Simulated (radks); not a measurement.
# Ionisation of Rb: one atom, several choices of relativity

One table from this session's results is given with a row withheld; the runs are named, their logs left out.

Program: radks (a radial shooting solver on a logarithmic mesh, Libxc functionals) version 1. Level of theory: Kohn-Sham, PBE, spin-unpolarised, spherical densities. These are calculated values, not measurements, unless marked.

2 further runs of the same task are left out: 2 set aside as unsound or not needed.

### What is computed

```
element       : rubidium (Z = 37)
charge        : 0
electrons     : 37
configuration : [Kr] 5s1
ion           : Rb⁺, [Kr]
choices       : non-relativistic; scalar-relativistic; Dirac, 2j+1 shares; scalar-relativistic, finite nucleus; Dirac, 2j+1 shares, finite nucleus; Dirac, c × 0.85; Dirac, c × 100; Dirac, c × 10
```

Outer shells as boxes (Hund's rule):

Rb
```
[Kr] core
5s [↑ ]
```

Rb⁺
```
[Ar] core
3d [↑↓][↑↓][↑↓][↑↓][↑↓]
4s [↑↓]
4p [↑↓][↑↓][↑↓]
```

The first run:

The run's settings:

```text
Z 37
configuration [Kr] 5s1
relativity non-relativistic
functional pbe,pbe
spin unpolarised
nucleus point
```

Steps of the session up to this table: non-relativistic: Rb.

One of the session's tables, all rows but one given; the rest of the session is left out.

It belongs to the step «non-relativistic: Rb». From the orbitals of this run (lengths in bohr):

```
level     <r>  outermost maximum (interpolated)  90 % within  nodes
   2s  0.1822                             0.154        0.281      1
   2p       ?                                 ?            ?      ?
   3s  0.5218                             0.461        0.774      2
   3p  0.5235                             0.451        0.796      1
   3d  0.5236                             0.393        0.852      0
   4s   1.484                              1.29         2.19      3
   4p   1.733                              1.44         2.63      2
   5s   5.331                              4.46         8.03      4
```

Q: Estimate the row for 2p from the others.

As computed: <r>: 0.1569; outermost maximum (interpolated): 0.121; 90 % within: 0.255; nodes: 0. In the column «<r>» it is the lowest.

Caveats from the session: Spin polarisation and multiplet splitting of open shells are left out at every level.
